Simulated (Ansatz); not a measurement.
# GeH5SSi, SMILES [SiH2][S][GeH3]: a ladder of basis sets

With the Python package of Ansatz (0.2.0).

The cells in order, each with its output:

```python
import ansatz as az
```

```python
geometry_ang = [
    ("Si", (-0.8059, 1.3719, -0.5967)),
    ("S", (1.0657, 0.5112, -0.9149)),
    ("Ge", (0.6878, -0.9779, 0.6791)),
    ("H", (-1.8363, 0.4394, -0.8787)),
    ("H", (-1.0084, 2.5493, -1.542)),
    ("H", (0.4853, -0.2329, 2.0385)),
    ("H", (1.9881, -1.8978, 0.8216)),
    ("H", (-0.484, -1.8203, 0.3375)),
]
molecule = az.Crystal.molecule()
for symbol, xyz in geometry_ang:
    molecule = molecule.atom(symbol, xyz)
```

```python
setup = molecule.calculation().functional("B3LYP").spin("collinear", total=1).accuracy("medium")
```

```python
energies = {}
for basis in ["cc-pVDZ", "cc-pVTZ"]:
    data = setup.basis(gaussian=basis).run().report
    size = data["n_frozen"] + data["n_occupied"][0] + data["n_virtual"][0]
    energies[basis] = (data["reference_energy_ev"] / 27.211386246, data["free_energy_ev"] / 27.211386246)
    print(f"{basis:14s} {size:4d} orbitals  reference {energies[basis][0]:14.6f} Ha  total {energies[basis][1]:14.6f} Ha")
```

    cc-pVDZ          88 orbitals  reference   -2767.719592 Ha  total   -2767.719592 Ha
    cc-pVTZ         181 orbitals  reference   -2767.828775 Ha  total   -2767.828775 Ha

```python
last = energies["cc-pVTZ"][1]
for basis, (_, total) in energies.items():
    print(f"{basis:14s} lies {27.211386 * (total - last):9.4f} eV above cc-pVTZ")
```

    cc-pVDZ        lies    2.9710 eV above cc-pVTZ
    cc-pVTZ        lies    0.0000 eV above cc-pVTZ

Against cc-pVDZ: cc-pVTZ -109.2 mHa. The last step alone is -109.18 mHa. From the first set to the last the time grows from 6.0 to 13.0 s.

Notes:
- The settings weren't tested for convergence.
- The geometry is a force-field or estimated start, not a minimum of this method, and the last set is no limit. Much of the fall in a total is atomic energy, which cancels in bond and reaction energies.
- The run takes the species as open-shell (spin multiplicity 2), which needn't be its ground state.
- b3lyp holds the VWN-RPA fit, as in Gaussian; the form of ORCA and Turbomole is b3lyp5.
- For Al to Cl the sets with a tight d function, cc-pV(X+d)Z, are usual.
- The whole script took 19 s on 1 thread of Arm Neoverse V2 (shared host), peak memory 0.65 GiB.
